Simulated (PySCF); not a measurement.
# C₂H₁₀AsBN₂: geometry, NMR shifts, spin-spin couplings and electronic excitations

What NMR shifts, spin-spin couplings and electronic excitations should C₂H₁₀AsBN₂ (`CN(C)B(N)[AsH2]`) show?

The runs use PySCF 2.14.0, with density-fitted response routines of our own; the level of theory stands in each step. All values are computed, except where a source is named. Atoms count from 0, in the outputs and in this text.

## 1. Starting geometry

16 atoms, charge 0, multiplicity 1; geometry from: GFN2-xTB.

Bonds of the start (Å): C0–N1 1.44, N1–C2 1.44, N1–B3 1.41, B3–N4 1.41, B3–As5 2.05, C0–H6 1.10, C0–H7 1.10, C0–H8 1.09, C2–H9 1.10, C2–H10 1.09, C2–H11 1.10, N4–H12 1.01, N4–H13 1.01, As5–H14 1.51, As5–H15 1.51.

## 2. Optimising the geometry at PBE0-D3(BJ)/def2-SVP

What the job is given:

```
{"job": {"xc": "PBE0", "basis": "def2-SVP", "d3": "d3bj", "grid": 1, "kind": "geom"}, "charge": 0, "multiplicity": 1}
C     -1.066439    -1.436844    -0.112013
N     -0.548576    -0.090803    -0.062102
C     -1.623022     0.871930     0.011568
B      0.822708     0.220903    -0.146456
N      1.263794     1.552819    -0.242495
As     2.243738    -1.252098    -0.177558
H     -1.689140    -1.580803    -1.003873
H     -1.687311    -1.646844     0.767252
H     -0.250391    -2.159817    -0.139990
H     -2.286282     0.633381     0.850786
H     -1.234949     1.874919     0.162505
H     -2.223355     0.863058    -0.906718
H      0.674247     2.366604    -0.283880
H      2.241624     1.782871    -0.276803
H      2.005320    -1.652177     1.257599
H      3.350436    -0.338155     0.290768
```

**Question.** This job is followed by: GIAO PBE0/pcSseg-1 NMR shielding, non-relativistic, gas phase; B3LYP/pcJ-1 As:pcSseg-1 indirect spin-spin coupling, non-relativistic, gas phase; TDDFT B3LYP/def2-SVPD, vertical, gas phase, core orbitals frozen in the response; GIAO mPW1PW91/pcSseg-1 NMR shielding, non-relativistic, gas phase. Predict these results of the whole session: point group; rotational constants (main isotopes); 13C shifts against TMS (PBE0/pcSseg-1, means over atoms taken as alike); 1H shifts against TMS (PBE0/pcSseg-1, means over atoms taken as alike); 15N shifts against NH3 (PBE0/pcSseg-1); 11B shifts against BF3·OEt2 (PBE0/pcSseg-1); 75As shifts against AsH3 (PBE0/pcSseg-1); largest coupling of the table (B3LYP/pcSseg-1+pcJ-1); lowest singlet (B3LYP/def2-SVPD); brightest single state of those computed; lowest triplet; vertical ionisation energy (ΔSCF); range of the shift of As5.

As calculated:

```
                                                               quantity                        value
                                                            point group                           C1
                                   rotational constants (main isotopes)         3.74, 1.31, 0.99 GHz
13C shifts against TMS (PBE0/pcSseg-1, means over atoms taken as alike)                     39.4 ppm
 1H shifts against TMS (PBE0/pcSseg-1, means over atoms taken as alike)         2.54, 2.44, 1.90 ppm
                                 15N shifts against NH3 (PBE0/pcSseg-1)               80.6, 77.6 ppm
                            11B shifts against BF3·OEt2 (PBE0/pcSseg-1)                     31.0 ppm
                               75As shifts against AsH3 (PBE0/pcSseg-1)                       48 ppm
                   largest coupling of the table (B3LYP/pcSseg-1+pcJ-1)      1J(C,H) C0–H6, 139.3 Hz
                                       lowest singlet (B3LYP/def2-SVPD)  5.27 eV (235 nm), f = 0.034
                               brightest single state of those computed  state 8, 6.63 eV, f = 0.184
                                                         lowest triplet                      5.09 eV
                                      vertical ionisation energy (ΔSCF)                      8.16 eV
                                              range of the shift of As5                 46 to 48 ppm
```

What this shows: Over 5 steps the energy fell by 0.056 eV; of the close pairs, B3–As5 changed most, 2.047 to 2.067 Å. At PBE0/pcSseg-1: The largest span, 310 ppm, is at As5, where the paramagnetic term is -1016 ppm. Of the pairs tabulated at B3LYP/pcSseg-1+pcJ-1, C0–H6 (mean over like pairs) couples most strongly (139.3 Hz; Fermi contact 137.8 Hz). Couplings across rotatable bonds belong to this one conformer; where others are populated, the observed values are averages. The first singlet state (HOMO→LUMO 0.98) lies at 5.27 eV and is weak; of the 10 states computed, the strongest absorption comes from state 8 at 6.63 eV. The lowest triplet lies 0.19 eV below the lowest singlet (triplets in Tamm-Dancoff, singlets in full TDDFT). ΔSCF puts the ionisation energy at 8.16 eV, 1.92 eV above −ε(HOMO). In ppm, As5 moves most: its shift spreads over 2 ppm, from 46 (mPW1PW91/pcSseg-1) to 48 (PBE0/pcSseg-1). Spin-orbit coupling is left out, which matters for shieldings and couplings at and beside the heavy atoms.
